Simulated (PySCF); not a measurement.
# The bond of RbCa+, level by level

The task here is to estimate one member of a computed series from the others.

The runs use PySCF 2.14.0; Rb def2-SVP with ECP28, Ca def2-SVP, scalar-relativistic core potentials.

Set-up of the first run:

A driver script around PySCF takes these settings:

| Quantity | Value |
| --- | --- |
| atoms | Rb, Ca |
| charge | 1 |
| basis | Rb def2-SVP with ECP28, Ca def2-SVP |
| Hamiltonian | scalar-relativistic core potentials |
| basis functions | 48 |
| electrons treated | 28 |
| masses in u | 84.9118, 39.9626 |
| levels | PBE0, PBE, r²SCAN, B97-3, LDA, PBEsol, ωB97X, HF, MP2, SCS-MP2, CCSD, CCSD(T) |
| grid | 80 radial by 434 angular points |
| occupations | held fixed by the projection of orbital angular momentum |
| dissociation limit | Rb+ + Ca, each in its ground configuration |
| starting distance in angstrom | 3.750 |
| values of 2S to try | 0, 2 |

Run with:

```
OMP_NUM_THREADS=1 python dia.py task.json out
```

Among the steps run: Set-up; PBE0 along the bond; Other states along the same grid; PBE; r²SCAN (meta-GGA); B97-3; LDA (local density); PBEsol (GGA); ωB97X; RHF (mean field); Correlated methods on the Hartree–Fock reference.

One table of the session follows, with a row left open; its other results are not shown here.

Energy (eV) from each level's lowest point:

| R (Å) | RHF | RHF-MP2 | RHF-SCS-MP2 | RHF-CCSD | RHF-CCSD(T) |
| --- | --- | --- | --- | --- | --- |
| 3.723 | 0.265 | 0.153 | 0.168 | n/a | n/a |
| 3.896 | 0.150 | 0.071 | 0.081 | 0.079 | 0.076 |
| 4.069 | 0.074 | 0.024 | 0.030 | 0.028 | 0.026 |
| 4.199 | 0.038 | 0.006 | 0.009 | 0.008 | 0.007 |
| 4.329 | 0.015 | 0.000 | 0.000 | 0.000 | 0.000 |
| 4.459 | 0.003 | 0.002 | 0.000 | 0.001 | 0.002 |
| 4.632 | 0.000 | 0.015 | 0.010 | 0.013 | 0.014 |
| 4.848 | ? | ? | ? | ? | ? |
| 5.108 | 0.034 | 0.078 | 0.068 | 0.078 | 0.082 |
| 5.455 | 0.076 | 0.133 | 0.121 | n/a | n/a |

Q: Estimate the row for R (Å) = 4.848 from the others.

Worked estimate for «RHF». A straight line through the neighbours (4.632, 0.000) and (5.108, 0.034) gives 0.000 + (0.034 − 0.000) × (4.848 − 4.632) / (5.108 − 4.632) = 0.015; a parabola fitted to 4 rows on both sides gives 0.012.

**Answer.** RHF: 0.010; RHF-MP2: 0.040; RHF-SCS-MP2: 0.033; RHF-CCSD: 0.039; RHF-CCSD(T): 0.041. In «RHF» the line misses by +0.005 and the parabola by +0.002.
